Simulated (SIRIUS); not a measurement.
# Si2C (P4/mmm) in SIRIUS: reference runs

How does Si2C come out in PBE? The cell is run as given and disturbed.

Program: SIRIUS 7.10.0. These are calculated values, not measurements. Logs are shortened: lines on timing, memory, paths and dates and some standing lists are left out, and cuts for length are marked. The log counts tension as positive stress, the text compression.

### 1 The crystal as given

It takes space group P4/mmm (No. 123, tetragonal). The conventional cell has a = 2.669 Å, b = 2.669 Å, c = 5.532 Å, α = 90.00°, β = 90.00°, γ = 90.00°. Around Si (site symmetry 4mm) lie 5 Si at 2.39 to 2.67 Å and 4 C at 2.46 Å. Around C (site symmetry 4/mmm) lie 8 Si at 2.46 Å and 4 C at 2.67 Å.

The cell was built by a generator and needn't be a form met in nature.

### 2 Single point, PBE (atoms moved at random, drawn with an rms of 0.05 Å)

sirius.json reads:

```json
{
  "control": {
    "processing_unit": "cpu",
    "verbosity": 2,
    "num_bands_to_print": 13,
    "print_forces": true,
    "print_stress": true
  },
  "parameters": {
    "electronic_structure_method": "pseudopotential",
    "xc_functionals": ["XC_GGA_X_PBE", "XC_GGA_C_PBE"],
    "gk_cutoff": 9.1,
    "pw_cutoff": 18.2,
    "ngridk": [10, 10, 5],
    "shiftk": [0, 0, 0],
    "smearing": "fermi_dirac",
    "smearing_width": 0.0018374661,
    "num_bands": 13,
    "num_mag_dims": 0,
    "num_dft_iter": 100,
    "energy_tol": 1e-08,
    "density_tol": 1e-06
  },
  "iterative_solver": {
    "type": "davidson",
    "min_tolerance": 1e-09,
    "tolerance_scale": [0.1, 0.25]
  },
  "mixer": {
    "type": "anderson",
    "beta": 0.7,
    "max_history": 8
  },
  "settings": {
    "tol_ne": 1e-10,
    "pseudo_grid_cutoff": 6.5
  },
  "unit_cell": {
    "lattice_vectors": [
      [1.0, 0.0, 0.0],
      [0.0, 1.0, 0.0],
      [0.0, 0.0, 2.073039437242]
    ],
    "lattice_vectors_scale": 5.0429867255,
    "atom_coordinate_units": "lattice",
    "atom_types": ["Si", "C"],
    "atom_files": {
      "Si": "Si.json",
      "C": "C.json"
    },
    "atoms": {
      "Si": [
        [0.488468, 0.523726, 0.288659],
        [0.499962, 0.489916, 0.710432]
      ],
      "C": [
        [0.0154, 0.007279, -0.005629]
      ]
    }
  }
}
```

Potentials or basis: PseudoDojo 0.4.1 PBE standard (scalar relativistic).

Run with:

```console
upf_to_json Si.upf
upf_to_json C.upf
OMP_NUM_THREADS=1 sirius.scf --input=sirius.json --output=out.json --task=0
```

Standard output:

```text
[info] SIRIUS version : 7.10.0
[info] number of MPI ranks           : 1
[info] MPI grid                      : 1 1
[info] maximum number of OMP threads : 1
[fft] FFT context for density and potential
[fft] =====================================
[fft]   comm size                             : 1
[fft]   plane wave cutoff                     : 18.2
[fft]   grid size                             : 32 32 64   total : 65536
[fft]   grid limits                           : -15 16   -15 16   -31 32
[fft]   number of G-vectors within the cutoff : 13571
[fft]   local number of G-vectors             : 13571
[fft]   number of G-shells                    : 2053
[fft] FFT context for coarse grid
[fft] =====================================
[fft]   comm size                             : 1
[fft]   plane wave cutoff                     : 18.2
[fft]   grid size                             : 32 32 64   total : 65536
[fft]   grid limits                           : -15 16   -15 16   -31 32
[fft]   number of G-vectors within the cutoff : 13571
[fft]   local number of G-vectors             : 13571
[fft]   number of G-shells                    : 2053
[unit cell] lattice vectors
[unit cell]   a1 :       5.0429867255      0.0000000000      0.0000000000
[unit cell]   a2 :       0.0000000000      5.0429867255      0.0000000000
[unit cell]   a3 :       0.0000000000      0.0000000000     10.4543103634
[unit cell] reciprocal lattice vectors
[unit cell]   b1 :       1.2459254107      0.0000000000      0.0000000000
[unit cell]   b2 :       0.0000000000      1.2459254107      0.0000000000
[unit cell]   b3 :       0.0000000000      0.0000000000      0.6010138487
[unit cell] unit cell volume :       265.87104287 [a.u.^3]
[unit cell] 1/sqrt(omega)    :         0.06132880
[unit cell] MT volume        :         0.00000000 ( 0.00%)
[unit cell] IT volume        :       265.87104287 (100.00%)
[unit cell] number of atom types : 2
[unit cell] type id : 0 symbol : Si mt_radius :  15.090000 num_atoms : 2
[unit cell] type id : 1 symbol :  C mt_radius :  12.470000 num_atoms : 1
[unit cell] total number of atoms : 3
[unit cell] number of symmetry classes : 3
[unit cell] number of PAW atoms : 0
[unit cell] atom id  type id  class id             position                      vector_field
[unit cell] ------------------------------------------------------------------------------------------
[unit cell]      0        0        0      0.48847   0.52373   0.28866      0.00000   0.00000   0.00000
[unit cell]      1        0        1      0.49996   0.48992   0.71043      0.00000   0.00000   0.00000
[unit cell]      2        1        2      0.01540   0.00728  -0.00563      0.00000   0.00000   0.00000
[unit cell] atom id         position (Cartesian, a.u.)
[unit cell] ---------------------------------------------
[unit cell]      0       2.463338    2.641143    3.017731
[unit cell]      1       2.521302    2.470640    7.427077
[unit cell]      2       0.077662    0.036708   -0.058847
[unit cell] class id : 0 atom id : 0
[unit cell] class id : 1 atom id : 1
[unit cell] class id : 2 atom id : 2
[unit cell] minimum bond length:     4.413022
[unit cell] total number of pseudo wave-functions: 12
[sym] space group number   : 1
[sym] international symbol : P1
[sym] Hall symbol          : P 1
[sym] space group transformation matrix :
[sym]   1.0000  0.0000  0.0000
[sym]   0.0000  1.0000  0.0000
[sym]   0.0000  0.0000  1.0000
[sym] space group origin shift :
[sym]   0.0000  0.0000  0.0000
[sym] number of space group operations  : 1
[sym] number of magnetic group operations : 1
[sym] metric tensor error: 0.0000e+00
[... 278 lines left out ...]
[find] iteration : 10, RMS : 1.508122296603e-07, energy difference : 1.177127373353e-08
[find] Hartree energy of density residual : 3.100293509396e-11
[find] bands are converged : true
[find] iterative solver converged : true
[find] +------------------------------+
[find] | SCF iteration  11 out of 100|
[find] +------------------------------+
[diagonalize] iterative solver tolerance (occupied, empty): 1e-09 1e-09
[diagonalize] average number of iterations: 2.36111
[diagonalize] Lowest band energies
[diagonalize] ik:    0   -0.205138   -0.028593   -0.020756    0.371257    0.371834    0.389823    0.414275    0.572941    0.578727    0.603778    0.606202    0.646019    0.649713
[diagonalize] ik:    1   -0.198293   -0.021383   -0.014567    0.319900    0.375278    0.391495    0.424531    0.518472    0.548401    0.585710    0.608398    0.655668    0.663706
[diagonalize] ik:    2   -0.177898   -0.000263    0.003616    0.233625    0.378120    0.387918    0.391953    0.467391    0.488275    0.605315    0.619687    0.665146    0.673195
[diagonalize] ik:    3   -0.144496    0.025773    0.037138    0.152598    0.309976    0.315541    0.403012    0.460590    0.504827    0.633759    0.634815    0.658691    0.700731
[diagonalize] ik:    4   -0.099888    0.021472    0.086389    0.119572    0.227086    0.240626    0.417852    0.480583    0.532993    0.641277    0.646630    0.659452    0.686927
[diagonalize] ...
[diagonalize] ik:  247   -0.051334    0.018278    0.052011    0.100072    0.301953    0.313330    0.371592    0.399715    0.411009    0.575552    0.604621    0.678418    0.741453
[diagonalize] ik:  248   -0.082598    0.001160    0.070570    0.148073    0.257141    0.335151    0.370844    0.396012    0.452392    0.566520    0.595991    0.695515    0.735109
[diagonalize] ik:  249   -0.124617   -0.044529    0.135503    0.189619    0.250626    0.311094    0.369145    0.449034    0.507894    0.536949    0.598623    0.700016    0.738466
[diagonalize] ik:  250   -0.156885   -0.079492    0.148956    0.221207    0.268856    0.349102    0.370378    0.500881    0.518686    0.561179    0.593080    0.691610    0.757109
[diagonalize] ik:  251   -0.176707   -0.100880    0.134797    0.220902    0.334580    0.335556    0.460097    0.498161    0.550885    0.575721    0.595971    0.692935    0.729196
[find] Charges and magnetic moments
[find] --------------------------------------------------------------------------------
[find] total charge          : 12.000000
[find] Energy
[find] --------------------------------------------------------------------------------
[find] valence_eval_sum               :       1.53377050
[find] <rho|V^{XC}>                   :      -5.37312541
[find] <rho|E^{XC}>                   :      -5.06437018
[find] <mag|B^{XC}>                   :       0.00000000
[find] <rho|V^{H}>                    :       2.15411155
[find] one-electron contribution      :       4.75278437 (Ha),       9.50556874 (Ry)
[find] hartree contribution           :       1.07705577
[find] xc contribution                :      -5.06437018
[find] ewald contribution             :     -15.06692976
[find] PAW contribution               :       0.00000000
[find] smearing (-TS)                 :      -0.00053346
[find] SCF correction                 :      -0.00000113
[find] Total energy                   :     -14.30146093 (Ha),     -28.60292185 (Ry)
[find] Free energy (E-TS)             :     -14.30199439 (Ha),     -28.60398877 (Ry)
[find] band gap (eV)                  :       0.00000000
[find] Efermi                         :       0.33891570
[find] iteration : 11, RMS : 8.408168854706e-08, energy difference : -5.263061098049e-10
[find] Hartree energy of density residual : 2.734986741990e-12
[find] bands are converged : false
[find] iterative solver converged : true
[find] converged after 12 SCF iterations!
[find] Charges and magnetic moments
[find] --------------------------------------------------------------------------------
[find] total charge          : 12.000000
[find] Energy
[find] --------------------------------------------------------------------------------
[find] valence_eval_sum               :       1.53377050
[find] <rho|V^{XC}>                   :      -5.37312541
[find] <rho|E^{XC}>                   :      -5.06437018
[find] <mag|B^{XC}>                   :       0.00000000
[find] <rho|V^{H}>                    :       2.15411155
[find] one-electron contribution      :       4.75278437 (Ha),       9.50556874 (Ry)
[find] hartree contribution           :       1.07705577
[find] xc contribution                :      -5.06437018
[find] ewald contribution             :     -15.06692976
[find] PAW contribution               :       0.00000000
[find] smearing (-TS)                 :      -0.00053346
[find] SCF correction                 :      -0.00000113
[find] Total energy                   :     -14.30146093 (Ha),     -28.60292185 (Ry)
[find] Free energy (E-TS)             :     -14.30199439 (Ha),     -28.60398877 (Ry)
[find] band gap (eV)                  :       0.00000000
[find] Efermi                         :       0.33891570
[ground_state] === stress tensor components [kbar] ===
[ground_state] === stress_kin ===
[ground_state] -4823.490553   -0.056345    5.397296
[ground_state]    -0.056345-4823.408501   -8.812765
[ground_state]     5.397296   -8.812765-4759.926155
[ground_state] === stress_har ===
[ground_state]  -740.886565    0.036884   -4.299310
[ground_state]     0.036884 -742.788863   14.093179
[ground_state]    -4.299310   14.093179  291.816760
[ground_state] === stress_ewald ===
[ground_state]  5401.688653    0.958538  -36.827194
[ground_state]     0.958538 5391.901883  121.900243
[ground_state]   -36.827194  121.900243 5879.316558
[ground_state] === stress_vloc ===
[ground_state]   472.094887   -0.882745   39.307397
[ground_state]    -0.882745  481.165663 -134.477512
[ground_state]    39.307397 -134.477512-1113.708796
[ground_state] === stress_xc ===
[ground_state]   366.497473    0.004902   -0.202623
[ground_state]     0.004902  366.465715    0.663914
[ground_state]    -0.202623    0.663914  363.130101
[ground_state] === stress_core ===
[ground_state]  1224.516717   -0.007684    0.178783
[ground_state]    -0.007684 1224.490794   -0.882627
[ground_state]     0.178783   -0.882627 1227.256716
[ground_state] === stress_nonloc ===
[ground_state] -1810.570503   -0.036153   -1.332678
[ground_state]    -0.036153-1809.664059    4.433613
[ground_state]    -1.332678    4.433613-1834.614546
[ground_state] === stress_us_nl ===
[ground_state] -1810.570503   -0.036153   -1.332678
[ground_state]    -0.036153-1809.664059    4.433613
[ground_state]    -1.332678    4.433613-1834.614546
[ground_state] === stress_total ===
[ground_state]    89.850108    0.017396    2.221672
[ground_state]     0.017396   88.162632   -3.081953
[ground_state]     2.221672   -3.081953   53.270639
[ground_state] ==== total Forces in Ha/bohr =====
[ground_state] atom:    0, force:      -0.0036523      0.0017611     -0.0399134
[ground_state] atom:    1, force:      -0.0026268     -0.0021244      0.0445154
[ground_state] atom:    2, force:       0.0062789      0.0003634     -0.0046021
[ground_state] ==== ultrasoft contribution from Qij =====
[ground_state] atom:    0, force:       0.0000000      0.0000000      0.0000000
[ground_state] atom:    1, force:       0.0000000      0.0000000      0.0000000
[ground_state] atom:    2, force:       0.0000000      0.0000000      0.0000000
[ground_state] ==== non-local contribution from Beta-projector =====
[ground_state] atom:    0, force:      -0.0061453      0.0026510     -0.0809022
[ground_state] atom:    1, force:      -0.0040597     -0.0032386      0.0884883
[ground_state] atom:    2, force:       0.0190718      0.0011424     -0.0168655
[ground_state] ==== contribution from local potential =====
[ground_state] atom:    0, force:      -0.0152472      0.0029573     -0.6431312
[ground_state] atom:    1, force:      -0.0149074     -0.0049438      0.6869422
[ground_state] atom:    2, force:       0.0214852      0.0014485     -0.0347924
[ground_state] ==== contribution from core density =====
[ground_state] atom:    0, force:       0.0003053     -0.0001625      0.0056238
[ground_state] atom:    1, force:       0.0001654      0.0001813     -0.0059529
[ground_state] atom:    2, force:      -0.0006683     -0.0000354      0.0005896
[ground_state] ==== Ewald forces from ions =====
[ground_state] atom:    0, force:       0.0174349     -0.0036846      0.6784966
[ground_state] atom:    1, force:       0.0161749      0.0058767     -0.7249624
[ground_state] atom:    2, force:      -0.0336098     -0.0021921      0.0464658
[~DFT_ground_state] local op. applied: 113410
[~DFT_ground_state] evp. work count: 39275.4
[~DFT_ground_state] number of iterative solver steps: 13059
```

Run time: 2.6 min. Hardware: 1 thread of Arm Neoverse V2, shared host; peak memory 1.5 GiB.

Results:

| Property | Result |
| --- | --- |
| Free energy | -389.1771 eV |
| Pressure | -7.7 GPa |
| Largest force | 2.296 eV/Å |
| Band gap on the k mesh | none (metal or under the smearing width) |

Forces on the atoms (eV/Å):
```
Si  -0.188  0.091 -2.052
Si  -0.135 -0.109  2.289
C    0.323  0.019 -0.237
```

Stress tensor (GPa, compression positive):
```
-8.99  0.00 -0.22
 0.00 -8.82  0.31
-0.22  0.31 -5.33
```

(Part 1 of 2 ends here.)
